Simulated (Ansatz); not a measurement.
**GeNH2 (sextet): from Hartree-Fock to the top rungs, cc-pVTZ**

Aim: climb from Hartree-Fock through coupled cluster and multireference methods for GeNH2 (sextet) at one geometry and basis, and see what each rung misses.

Program: Ansatz 0.2.0, Gaussian basis. Level of theory: cc-pVTZ, core rule «outside noble gas», up to 15 orbitals frozen. These are calculated values, not measurements.

To be run: UHF; CCSD(T) on ROHF; CCSD(T) on UHF; BCCD(T) on ROHF; CCSDT(Q) on ROHF; CCSDT(Q) on UHF; CASSCF and MRCISD+Q, 11 electrons in 10 orbitals; CASSCF and NEVPT2, 11 electrons in 10 orbitals.

5 further runs of the same task are left out: 5 set aside as unsound or not needed.

## Step 1: What is computed

The geometry is a PBE0/def2-TZVP stationary point (not a proven minimum) of the parent state, kept for this charge and spin. No spin-orbit coupling is included. The filled d shell of Ge may be among the frozen orbitals whatever the setting's name suggests; the logs give the count.

4 atoms, charge 0, spin multiplicity 6.

Atoms are counted from 1 here; the program's logs count them from 0.

Bond lengths: Ge1–N2 1.945 Å, Ge1–H3 1.555 Å, Ge1–H4 1.555 Å. Angles: N2–Ge1–H3 106.3°, N2–Ge1–H4 106.3°, H3–Ge1–H4 108.1°.

## Step 2: UHF

in.yaml

```yaml
crystal:
  periodic: [false, false, false]
  atoms:
    - {symbol: Ge, position_ang: [-0.034571, 0.000000, 0.295847]}
    - {symbol: N, position_ang: [0.072436, 0.000001, -1.645848]}
    - {symbol: H, position_ang: [0.742421, -1.258240, 0.775123]}
    - {symbol: H, position_ang: [0.742420, 1.258240, 0.775124]}
basis:
  gaussian: {orbitals: cc-pVTZ}
magnetization: {spin_polarized: true, initial_magnetization: 5}
hamiltonian: {xc: hf}
output: {orbitals: {seedname: orbitals}}
```

On the command line:

```
> ansatz run in.yaml --threads 1 --pin off --events-out ev --progress --plain --max-ram 3968MiB --backend cpu
```

Further steps of the session: CCSD(T) on ROHF; CCSD(T) on UHF; BCCD(T) on ROHF; CCSDT(Q) on ROHF; CCSDT(Q) on UHF; CASSCF and MRCISD+Q, 11 electrons in 10 orbitals; CASSCF and NEVPT2, 11 electrons in 10 orbitals.

**Question.** What will the summary of the whole plan be? Wanted: UCCSDT(Q) below the RHF energy; RMP2 from UCCSDT(Q); UMP2 from UCCSDT(Q); RCCSD from UCCSDT(Q); RCCSD(T) from UCCSDT(Q); UCCSD(T) from UCCSDT(Q); RCCSDT(Q) from UCCSDT(Q); NEVPT2 valence from UCCSDT(Q); MRCISD+Q valence from UCCSDT(Q).

As calculated:

| quantity | value |
| --- | --- |
| UCCSDT(Q) below the RHF energy | -6.7918 eV |
| RMP2 from UCCSDT(Q) | +1248.0 meV |
| UMP2 from UCCSDT(Q) | +1234.5 meV |
| RCCSD from UCCSDT(Q) | +267.9 meV |
| RCCSD(T) from UCCSDT(Q) | +58.2 meV |
| UCCSD(T) from UCCSDT(Q) | +46.1 meV |
| RCCSDT(Q) from UCCSDT(Q) | +13.3 meV |
| NEVPT2 valence from UCCSDT(Q) | +1272.5 meV |
| MRCISD+Q valence from UCCSDT(Q) | +112.8 meV |
| levels within 1 kcal/mol (43 meV) | RCCSDT, UCCSDT, RCCSDT(Q) |
| T1 diagnostic | 0.028 |
| effectively unpaired electrons | 5.01 |

In words: RCCSD(T) misses by +58.2 meV, 0.9 % of the correlation energy. One determinant dominates. Of the multireference levels listed MRCISD+Q valence comes nearest in total energy (+112.8 meV), which doesn't show that its space is the better one. These misses are within one basis, not against nature; the frozen cores of restricted and unrestricted runs differ, which can shift their rows.
